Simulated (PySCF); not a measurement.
# C4H10S2Si: the cost of one run

Programs: PySCF 2.14.0, with density-fitted response routines of our own. Each step states its level of theory. These are calculated values for one molecule in the gas phase, unless marked as measured. Atoms are numbered from 0 throughout.

## Step 1: Starting geometry

17 atoms, charge 0, multiplicity 1; geometry from: GFN2-xTB.

Bonds of the start (Å): C0–C1 1.32, C1–S2 1.75, S2–Si3 2.16, Si3–S4 2.13, S4–C5 1.83, C5–C6 1.51, C0–H7 1.08, C0–H8 1.08, C1–H9 1.08, Si3–H10 1.46, Si3–H11 1.45, C5–H12 1.09, C5–H13 1.09, C6–H14 1.09, C6–H15 1.09, C6–H16 1.09.

## Step 2: Excited states and response: B3LYP/def2-SVPD

What the job is given:

```
{"job": {"kind": "uv", "xc": "B3LYP", "basis": "def2-SVPD", "nstates": 8, "ntriplets": 3}, "charge": 0, "multiplicity": 1}
C     -3.363332     0.447852     0.530593
C     -2.614535     1.281704    -0.167289
S     -0.984622     1.038763    -0.758098
Si    -0.441714    -0.930965    -0.072049
S      1.488035    -1.396717    -0.849173
C      2.337253     0.228152    -0.874900
C      2.624845     0.751663     0.516760
H     -3.031691    -0.530531     0.829965
H     -4.358283     0.732722     0.826869
H     -2.968357     2.258813    -0.458986
H     -0.431617    -0.907312     1.386951
H     -1.332046    -1.927139    -0.638249
H      3.259601     0.041863    -1.423178
H      1.713575     0.916393    -1.443201
H      1.698534     0.974737     1.043583
H      3.184777     0.016398     1.090541
H      3.212579     1.665095     0.449950
```

Method: TDDFT B3LYP/def2-SVPD, vertical, gas phase, core orbitals frozen in the response.

Command:

```console
$ OMP_NUM_THREADS=1 python probes_run.py task.json out
```

This one command runs all jobs of the session in turn.

**Question.** How long does this job take on 1 thread of Arm Neoverse V1, shared host, and how much memory does it need?

About 59 s, with a peak of 0.91 GiB.
